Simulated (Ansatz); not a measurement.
**C2H9BSe: shape, modes and thermochemistry**

The task is to find a stationary geometry of C2H9BSe, then compute its harmonic vibrations to see whether it is a minimum and to get the zero-point energy and entropy, and look at its orbitals and charge.

Method: RKS PBE0-D4/def2-TZVP; program: Ansatz 0.2.0, Gaussian basis.

Plan: relaxation at PBE-D4/def2-SVP; relaxation at PBE0-D4/def2-TZVP; harmonic vibrations at the same level; a single point in def2-TZVPP for the fields.

### 1 Starting geometry

SMILES `C[BH-](C)[SeH2+]`, 13 atoms, charge 0, spin multiplicity 1.

Atoms are counted from 1 here; the program's logs count them from 0.

Bond lengths: C1–B2 1.540 Å, C1–H5 1.153 Å, C1–H6 1.145 Å, C1–H7 1.127 Å, B2–C3 1.577 Å, B2–Se4 1.989 Å, B2–H8 1.185 Å, C3–H9 1.163 Å, C3–H10 1.138 Å, C3–H11 1.093 Å, Se4–H12 1.501 Å, Se4–H13 1.497 Å. Angles: B2–C1–H5 111.4°, B2–C1–H6 113.7°, B2–C1–H7 113.1°, H5–C1–H6 105.6°, H5–C1–H7 106.2°, H6–C1–H7 106.1°, C1–B2–C3 109.2°, C1–B2–Se4 111.5°, C1–B2–H8 109.2°, C3–B2–Se4 109.2°, C3–B2–H8 106.9°, Se4–B2–H8 110.7°, B2–C3–H9 112.2°, B2–C3–H10 111.1°, B2–C3–H11 112.1°, H9–C3–H10 105.1°, H9–C3–H11 108.1°, H10–C3–H11 107.9° and more.

Geometry (Å):

```xyz
13

C    -0.92750    0.90010   -0.82440
B    -0.18840   -0.36870   -0.36120
C     1.29960    0.00260    0.00430
Se   -1.06770   -1.18540    1.22500
H    -2.01420    0.66600   -1.12900
H    -1.00090    1.71000   -0.01860
H    -0.44820    1.39040   -1.71830
H    -0.14010   -1.14080   -1.25820
H     1.35900    0.76420    0.88180
H     1.87360   -0.91200    0.36490
H     1.83880    0.42340   -0.84800
H     0.04300   -2.15260    1.51250
H    -0.60660   -0.13190    2.18400
```

The start is a force-field geometry with small random shifts, so a cheaper pass at PBE-D4/def2-SVP comes first.

### 2 Optimising with PBE-D4/def2-SVP (cheap first pass)

File in.yaml:

```yaml
crystal:
  periodic: [false, false, false]
  atoms:
    - {symbol: C, position_ang: [-0.927500, 0.900100, -0.824400]}
    - {symbol: B, position_ang: [-0.188400, -0.368700, -0.361200]}
    - {symbol: C, position_ang: [1.299600, 0.002600, 0.004300]}
    - {symbol: Se, position_ang: [-1.067700, -1.185400, 1.225000]}
    - {symbol: H, position_ang: [-2.014200, 0.666000, -1.129000]}
    - {symbol: H, position_ang: [-1.000900, 1.710000, -0.018600]}
    - {symbol: H, position_ang: [-0.448200, 1.390400, -1.718300]}
    - {symbol: H, position_ang: [-0.140100, -1.140800, -1.258200]}
    - {symbol: H, position_ang: [1.359000, 0.764200, 0.881800]}
    - {symbol: H, position_ang: [1.873600, -0.912000, 0.364900]}
    - {symbol: H, position_ang: [1.838800, 0.423400, -0.848000]}
    - {symbol: H, position_ang: [0.043000, -2.152600, 1.512500]}
    - {symbol: H, position_ang: [-0.606600, -0.131900, 2.184000]}
basis:
  gaussian: {orbitals: def2-SVP}
hamiltonian: {xc: pbe, dispersion: d4}
relax: {f_tol: 0.03, max_steps: 200}
```

Launch:

```console
$ ansatz run in.yaml --threads 4 --pin off --events-out ev --progress --plain --max-ram 10444MiB
```

Output, shortened:

```text
Functional definition: PBE
  name "PBE"
  cite "Perdew, Burke & Ernzerhof, Phys. Rev. Lett. 77, 3865 (1996) doi:10.1103/PhysRevLett.77.3865"
  parent pbe
[...]
1338 factors; their error is unknown
[...]
mean field -68221.48917388 eV, -2507.0934849540 hartree, gradient 6.8e-5 eV, S^2 0.000000; 0 other end points of the search recorded, 0 dependent functions left out
[...]
reference -68221.48920611 eV, -2507.0934861382 hartree; 30, 30 occupied and 89, 89 virtual orbitals, 1338 factors
relax step   1: F+E_penalty+E_count = -68221.76385324 eV  Δ(F+E_penalty+E_count) = +0.000e0 eV  max|allowed force component| = 2.790e0 eV/Å  Δτ_max = 0.0000 Å  (28 SCF iters, accepted)
[...]
relax step   5: F+E_penalty+E_count = -68222.42233292 eV  Δ(F+E_penalty+E_count) = -1.293e-3 eV  max|allowed force component| = 1.088e-1 eV/Å  Δτ_max = 0.0505 Å  (28 SCF iters, accepted)
[...]
relax step   6: F+E_penalty+E_count = -68222.42604690 eV  Δ(F+E_penalty+E_count) = -3.714e-3 eV  max|allowed force component| = 2.924e-2 eV/Å  Δτ_max = 0.0306 Å  (27 SCF iters, accepted)
1338 factors; their error is unknown
[...]
mean field -68222.16398507 eV, -2507.1182838078 hartree, gradient 2.0e-5 eV, S^2 0.000000; 1 other end points of the search recorded, 0 dependent functions left out
[...]
reference -68222.16401794 eV, -2507.1182850156 hartree; 30, 30 occupied and 89, 89 virtual orbitals, 1338 factors
Total energy: -68222.42607977 eV, -2507.1279156101 hartree
Atom 0 at    -1.003586     0.967820    -0.844858 Å, force    -0.015284     0.019046    -0.000772 eV/Å
Atom 1 at    -0.051579    -0.283013    -0.497582 Å, force     0.005070    -0.013950    -0.001149 eV/Å
Atom 2 at     1.443709     0.020620    -0.002272 Å, force     0.028699     0.012638     0.014046 eV/Å
Atom 3 at    -1.139751    -1.256102     1.220558 Å, force     0.023559     0.029237     0.019916 eV/Å
Atom 4 at    -2.063801     0.709652    -1.053670 Å, force     0.008692     0.006242    -0.007727 eV/Å
Atom 5 at    -0.990372     1.776264    -0.080033 Å, force     0.005500    -0.021718    -0.002975 eV/Å
Atom 6 at    -0.610332     1.426367    -1.780256 Å, force    -0.005330    -0.006876     0.002459 eV/Å
Atom 7 at    -0.182183    -1.261105    -1.243276 Å, force    -0.003852     0.004589    -0.005776 eV/Å
Atom 8 at     1.500871     0.778378     0.810909 Å, force    -0.008305    -0.006312    -0.008483 eV/Å
Atom 9 at     2.019471    -0.872632     0.321835 Å, force    -0.013609     0.001415    -0.005856 eV/Å
Atom 10 at     2.004553     0.452035    -0.862967 Å, force    -0.009897    -0.005969     0.004926 eV/Å
Atom 11 at    -0.082519    -2.187516     1.699342 Å, force    -0.001949     0.002935    -0.003151 eV/Å
Atom 12 at    -0.824079    -0.305467     2.327068 Å, force    -0.013296    -0.021276    -0.005459 eV/Å
Dipole moment:    -0.118358    -0.194584     0.569005 e Å
```

Run time: 9.5 s. Hardware: 4 threads of Arm Neoverse V1, shared host.

Step by step:

| step | energy from step 1 (eV) | largest force component (eV/Å) |
| --- | --- | --- |
| 1 | 0.0000 | 2.7902 |
| 2 | -0.5305 | 0.9397 |
| 3 | -0.6398 | 0.4482 |
| 4 | -0.6572 | 0.1485 |
| 5 | -0.6585 | 0.1088 |
| 6 | -0.6622 | 0.0292 |

Close pairs (by a distance rule), those that changed most:

| bond | before (Å) | after (Å) | change (Å) |
| --- | --- | --- | --- |
| B2–Se4 | 1.989 | 2.255 | +0.266 |
| C1–B2 | 1.540 | 1.610 | +0.070 |
| B2–H8 | 1.185 | 1.237 | +0.052 |
| C3–H9 | 1.163 | 1.113 | -0.050 |
| C1–H5 | 1.153 | 1.111 | -0.042 |
| C1–H6 | 1.145 | 1.113 | -0.032 |
| B2–C3 | 1.577 | 1.604 | +0.028 |
| C3–H10 | 1.138 | 1.111 | -0.027 |

### 3 Geometry optimisation, PBE0-D4/def2-TZVP

File in.yaml:

```yaml
crystal:
  periodic: [false, false, false]
  atoms:
    - {symbol: C, position_ang: [-1.003586, 0.967820, -0.844858]}
    - {symbol: B, position_ang: [-0.051579, -0.283013, -0.497582]}
    - {symbol: C, position_ang: [1.443709, 0.020620, -0.002272]}
    - {symbol: Se, position_ang: [-1.139751, -1.256102, 1.220558]}
    - {symbol: H, position_ang: [-2.063801, 0.709652, -1.053670]}
    - {symbol: H, position_ang: [-0.990372, 1.776264, -0.080033]}
    - {symbol: H, position_ang: [-0.610332, 1.426367, -1.780256]}
    - {symbol: H, position_ang: [-0.182183, -1.261105, -1.243276]}
    - {symbol: H, position_ang: [1.500871, 0.778378, 0.810909]}
    - {symbol: H, position_ang: [2.019471, -0.872632, 0.321835]}
    - {symbol: H, position_ang: [2.004553, 0.452035, -0.862967]}
    - {symbol: H, position_ang: [-0.082519, -2.187516, 1.699342]}
    - {symbol: H, position_ang: [-0.824079, -0.305467, 2.327068]}
basis:
  gaussian: {orbitals: def2-TZVP}
hamiltonian: {xc: pbe0, dispersion: d4}
relax: {f_tol: 0.005, max_steps: 150}
```

The command is unchanged.

Output, shortened:

```text
Functional definition: PBE0
  name "PBE0"
  cite "Adamo & Barone, J. Chem. Phys. 110, 6158 (1999) doi:10.1063/1.478522"
  cite "Perdew, Burke & Ernzerhof, Phys. Rev. Lett. 77, 3865 (1996) doi:10.1103/PhysRevLett.77.3865"
  parent pbe
[...]
1337 factors; their error is unknown
[...]
mean field -68236.14460872 eV, -2507.6320622503 hartree, gradient 5.9e-5 eV, S^2 0.000000; 0 other end points of the search recorded, 0 dependent functions left out
[...]
reference -68236.14464236 eV, -2507.6320634868 hartree; 30, 30 occupied and 165, 165 virtual orbitals, 1337 factors
relax step   1: F+E_penalty+E_count = -68236.36666472 eV  Δ(F+E_penalty+E_count) = +0.000e0 eV  max|allowed force component| = 5.094e-1 eV/Å  Δτ_max = 0.0000 Å  (30 SCF iters, accepted)
[...]
Atom 3 at    -1.133042    -1.244459     1.243490 Å, force    -0.000431    -0.000011    -0.000654 eV/Å
Atom 4 at    -2.035143     0.701283    -1.061382 Å, force    -0.000113     0.000184    -0.000124 eV/Å
Atom 5 at    -0.989202     1.742775    -0.078833 Å, force    -0.000008    -0.000064     0.000374 eV/Å
Atom 6 at    -0.606088     1.433816    -1.761265 Å, force     0.000019     0.000615    -0.000025 eV/Å
Atom 7 at    -0.177086    -1.244357    -1.237504 Å, force    -0.000089    -0.000511     0.000564 eV/Å
Atom 8 at     1.475927     0.772067     0.792790 Å, force     0.000060     0.000185     0.000010 eV/Å
Atom 9 at     1.987555    -0.858891     0.324114 Å, force    -0.000476     0.000214    -0.000053 eV/Å
Atom 10 at     1.995608     0.442768    -0.850313 Å, force     0.000042    -0.000288    -0.000376 eV/Å
Atom 11 at    -0.092269    -2.182269     1.687007 Å, force     0.000218     0.000077    -0.000023 eV/Å
Atom 12 at    -0.796637    -0.306916     2.327087 Å, force     0.000103    -0.000368     0.000952 eV/Å
Dipole moment:    -0.104726    -0.189920     0.534860 e Å
```

Wall time 32 s (4 threads of Arm Neoverse V1, shared host).

Step by step:

| step | energy from step 1 (eV) | largest force component (eV/Å) |
| --- | --- | --- |
| 1 | 0.0000 | 0.5094 |
| 2 | -0.0393 | 0.1453 |
| 3 | -0.0417 | 0.0814 |
| 4 | -0.0417 | 0.2158 |
| 5 | -0.0441 | 0.0323 |
| 6 | -0.0445 | 0.0224 |
| 7 | -0.0448 | 0.0058 |
| 8 | -0.0448 | 0.0013 |

Close pairs (by a distance rule), those that changed most:

| bond | before (Å) | after (Å) | change (Å) |
| --- | --- | --- | --- |
| B2–Se4 | 2.255 | 2.281 | +0.027 |
| B2–H8 | 1.237 | 1.214 | -0.023 |
| Se4–H13 | 1.493 | 1.472 | -0.021 |
| Se4–H12 | 1.488 | 1.469 | -0.019 |
| C3–H9 | 1.113 | 1.096 | -0.017 |
| C3–H10 | 1.111 | 1.094 | -0.017 |
| C1–H6 | 1.113 | 1.096 | -0.017 |
| C1–H5 | 1.111 | 1.094 | -0.017 |

Mulliken charges of the relaxed molecule (report file):

C1 -0.43; B2 -0.12; C3 -0.41; Se4 -0.03; H5 0.12; H6 0.11; H7 0.13; H8 -0.01; H9 0.11; H10 0.11; H11 0.13; H12 0.15; H13 0.15

### 4 Vibrations by finite differences

File in.yaml:

```yaml
crystal:
  periodic: [false, false, false]
  atoms:
    - {symbol: C, position_ang: [-0.994247, 0.963324, -0.849310]}
    - {symbol: B, position_ang: [-0.047092, -0.277589, -0.514442]}
    - {symbol: C, position_ang: [1.432117, 0.023749, -0.006642]}
    - {symbol: Se, position_ang: [-1.133042, -1.244459, 1.243490]}
    - {symbol: H, position_ang: [-2.035143, 0.701283, -1.061382]}
    - {symbol: H, position_ang: [-0.989202, 1.742775, -0.078833]}
    - {symbol: H, position_ang: [-0.606088, 1.433816, -1.761265]}
    - {symbol: H, position_ang: [-0.177086, -1.244357, -1.237504]}
    - {symbol: H, position_ang: [1.475927, 0.772067, 0.792790]}
    - {symbol: H, position_ang: [1.987555, -0.858891, 0.324114]}
    - {symbol: H, position_ang: [1.995608, 0.442768, -0.850313]}
    - {symbol: H, position_ang: [-0.092269, -2.182269, 1.687007]}
    - {symbol: H, position_ang: [-0.796637, -0.306916, 2.327087]}
basis:
  gaussian: {orbitals: def2-TZVP}
hamiltonian: {xc: pbe0, dispersion: d4}
phonons: {temperatures: {t_min: 298.15, t_max: 900, t_step: 200}}
```

Same command.

Output, shortened:

```text
Functional definition: PBE0
  name "PBE0"
  cite "Adamo & Barone, J. Chem. Phys. 110, 6158 (1999) doi:10.1063/1.478522"
  cite "Perdew, Burke & Ernzerhof, Phys. Rev. Lett. 77, 3865 (1996) doi:10.1103/PhysRevLett.77.3865"
  parent pbe
[...]
1337 factors; their error is unknown
[...]
mean field -68236.18887694 eV, -2507.6336890773 hartree, gradient 5.5e-5 eV, S^2 0.000000; 0 other end points of the search recorded, 0 dependent functions left out
[...]
reference -68236.18891031 eV, -2507.6336903037 hartree; 30, 30 occupied and 165, 165 virtual orbitals, 1337 factors
[...]
1337 factors; their error is unknown
mean field -68236.18870676 eV, -2507.6336828234 hartree, gradient 1.3e-6 eV, S^2 0.000000; 0 other end points of the search recorded, 0 dependent functions left out
[...]
reference -68236.18874013 eV, -2507.6336840499 hartree; 30, 30 occupied and 165, 165 virtual orbitals, 1337 factors
[...]
Atom 6 at    -0.606088     1.433816    -1.761265 Å, force     0.000006     0.000616    -0.000028 eV/Å
Atom 7 at    -0.177086    -1.244357    -1.237504 Å, force    -0.000088    -0.000521     0.000562 eV/Å
Atom 8 at     1.475927     0.772067     0.792790 Å, force     0.000062     0.000171     0.000000 eV/Å
Atom 9 at     1.987555    -0.858891     0.324114 Å, force    -0.000475     0.000216    -0.000054 eV/Å
Atom 10 at     1.995608     0.442768    -0.850313 Å, force     0.000033    -0.000301    -0.000355 eV/Å
Atom 11 at    -0.092269    -2.182269     1.687007 Å, force     0.000217     0.000078    -0.000023 eV/Å
Atom 12 at    -0.796637    -0.306916     2.327087 Å, force     0.000107    -0.000358     0.000949 eV/Å
Dipole moment:    -0.104727    -0.189918     0.534860 e Å
Vibrations: 117.50 145.10 179.45 204.42 215.54 269.24 302.01 453.76 468.96 753.87 761.07 776.56 859.67 988.81 1015.35 1045.47 1058.21 1172.36 1324.60 1325.64 1456.65 1459.15 1468.19 1476.20 2426.50 2448.27 2474.13 3016.68 3019.71 3077.37 3081.62 3097.85 3099.02 cm⁻¹, zero-point energy 2.792058 eV
```

Wall time 3.4 min (4 threads of Arm Neoverse V1, shared host).

Motions are named by where the mode's potential energy lies. Wavenumbers, unscaled:

| mode | cm⁻¹ | motion |
| --- | --- | --- |
| 1 | 117 | torsion |
| 2 | 145 | B–Se stretch |
| 3 | 179 | bend with torsion |
| 4 | 204 | torsion |
| 5 | 216 | torsion |
| 6 | 269 | torsion with bend |
| 7 | 302 | bend with torsion |
| 8 | 454 | bend |
| 9 | 469 | bend |
| 10 | 754 | B–C stretch with bend |
| 11 | 761 | bend with torsion |
| 12 | 777 | bend with torsion |
| 13 | 860 | bend with torsion |
| 14 | 989 | B–C stretch with bend |
| 15 | 1015 | torsion with bend |
| 16 | 1045 | bend with torsion |
| 17 | 1058 | torsion with bend |
| 18 | 1172 | bend |
| 19 | 1325 | bend |
| 20 | 1326 | bend |
| 21 | 1457 | bend |
| 22 | 1459 | bend |
| 23 | 1468 | bend |
| 24 | 1476 | bend |
| 25 | 2427 | Se–H stretch |
| 26 | 2448 | Se–H stretch |
| 27 | 2474 | B–H stretch |
| 28 | 3017 | C–H stretch |
| 29 | 3020 | C–H stretch |
| 30 | 3077 | C–H stretch |
| 31 | 3082 | C–H stretch |
| 32 | 3098 | C–H stretch |
| 33 | 3099 | C–H stretch |

Ideal gas, rigid rotor and harmonic oscillator at 298.15 K and 1 bar, with symmetry number 1:

| term | value |
| --- | --- |
| zero-point energy | 269.4 kJ/mol |
| H(298) − E | 292.3 kJ/mol |
| entropy, translation | 168.9 J/(mol K) |
| entropy, rotation | 111.9 J/(mol K) |
| entropy, vibration | 76.2 J/(mol K) |
| entropy, total | 357.0 J/(mol K) |

### 5 Orbitals, density and potential

in.yaml: that of step 4 with these lines changed.

```diff
@@ -17,4 +17,4 @@
 basis:
-  gaussian: {orbitals: def2-TZVP}
+  gaussian: {orbitals: def2-TZVPP}
 hamiltonian: {xc: pbe0, dispersion: d4}
-phonons: {temperatures: {t_min: 298.15, t_max: 900, t_step: 200}}
+output: {orbitals: {seedname: orbitals}}
```

Same command.

Output:

```text
Functional definition: PBE0
  name "PBE0"
  cite "Adamo & Barone, J. Chem. Phys. 110, 6158 (1999) doi:10.1063/1.478522"
  cite "Perdew, Burke & Ernzerhof, Phys. Rev. Lett. 77, 3865 (1996) doi:10.1103/PhysRevLett.77.3865"
  parent pbe
  parameter a = 0.25
  parameter kappa = 0.804
  parameter beta = 0.06672455060314922
  exchange = (1 - a)*pbe_x(kappa = kappa, mu = beta*pi^2/3) + a*exact_x
  correlation = pbe_c(beta = beta)
1472 factors; their error is unknown
mean field evaluation 1: about -68223.1296 eV, gradient 7.2e1 eV
mean field evaluation 2: about -68176.2131 eV, gradient 1.3e2 eV
mean field evaluation 4: about -68235.6979 eV, gradient 8.8e0 eV
mean field evaluation 8: about -68235.8675 eV, gradient 4.1e-1 eV
mean field evaluation 16: about -68236.2679 eV, gradient 6.0e-4 eV
mean field -68236.26786971 eV, -2507.6365920082 hartree, gradient 3.2e-5 eV, S^2 0.000000; 0 other end points of the search recorded, 0 dependent functions left out
reference -68236.26790422 eV, -2507.6365932766 hartree; 30, 30 occupied and 237, 237 virtual orbitals, 1472 factors
Total energy: -68236.49053703 eV, -2507.6447748812 hartree
```

Wall time 3.8 s (4 threads of Arm Neoverse V1, shared host); peak memory 0.72 GiB.

Orbitals, density, ELF and potential are computed afterwards from the orbital file.

Frontier orbitals at PBE0-D4/def2-TZVPP, with the share of their density that lies nearest to each atom:

| orbital | energy (eV) | lies on |
| --- | --- | --- |
| HOMO | -7.86 | Se4 39 %; H8 22 %; B2 11 % |
| LUMO | -0.51 | Se4 42 %; H12, H13 about 23 % each |

ELF in a plane through or near 7 of the atoms.

Values, 10 rows by 14 columns:
```
0.00 0.00 0.00 0.00 0.00 0.00 0.00 0.00 0.00 0.00 0.00 0.00 0.00 0.00
0.00 0.00 0.00 0.00 0.00 0.00 0.05 0.21 0.05 0.00 0.00 0.00 0.00 0.00
0.00 0.00 0.00 0.07 0.40 0.23 0.67 0.99 0.95 0.02 0.00 0.00 0.00 0.00
0.00 0.00 0.00 0.78 0.99 0.98 0.57 0.92 0.52 0.01 0.19 0.09 0.00 0.00
0.00 0.00 0.00 0.03 0.45 0.60 0.86 0.87 0.31 0.75 1.00 0.95 0.16 0.00
0.00 0.00 0.26 0.75 0.43 0.36 0.44 0.21 0.95 0.19 0.82 0.49 0.05 0.00
0.00 0.01 0.58 0.96 0.70 0.42 0.42 0.36 0.36 0.98 0.95 0.28 0.01 0.00
0.00 0.00 0.04 0.36 0.69 0.25 0.61 0.51 0.01 0.82 0.85 0.16 0.00 0.00
0.00 0.00 0.00 0.23 0.75 0.89 0.81 0.29 0.00 0.00 0.00 0.00 0.00 0.00
0.00 0.00 0.00 0.00 0.03 0.08 0.04 0.00 0.00 0.00 0.00 0.00 0.00 0.00
```
The map spans 10.2 Å across and 9.6 Å up, centred on the molecule. Atoms in the plane (x, y in Å): C1 (1.6, -0.4), C3 (-0.5, 1.3), Se4 (-1.2, -1.7), H5 (1.9, -1.4), H7 (2.3, 0.3), H10 (-1.5, 1.6), H11 (0.1, 2.2).

On the surface of density 0.002 e/bohr³ the electrostatic potential runs, from the 1st to the 99th percentile, from -0.83 to 1.62 V.

### 6 Outcome

| quantity | value |
| --- | --- |
| point group | C1 |
| steps | 6 + 8 |
| shift from the start (rms) | 0.162 Å |
| total energy | -68236.4115 eV |
| dispersion term | -223 meV |
| dipole moment | 2.77 D |
| lowest, highest wavenumber | 117, 3099 cm⁻¹ |
| zero-point energy | 269.4 kJ/mol |
| entropy at 298.15 K | 357.0 J/(mol K) |
| HOMO, LUMO | -7.86, -0.51 eV |

**Reading.** The relaxed geometry lies 0.16 Å (rms) from the start; the bond that changed most is B2–Se4, from 1.989 to 2.281 Å. No mode is imaginary: a true minimum at this level. The stiffest mode, 3099 cm⁻¹, is a C–H stretch, and 3 modes under 200 cm⁻¹ make the vibrational entropy uncertain. Harmonic hybrid wavenumbers usually lie a few per cent above measured fundamentals. The largest Mulliken charge, -0.43 e, sits on C1. The HOMO lies mostly on Se4 39 %; H8 22 % and the LUMO on Se4 42 %; H12, H13 about 23 % each.
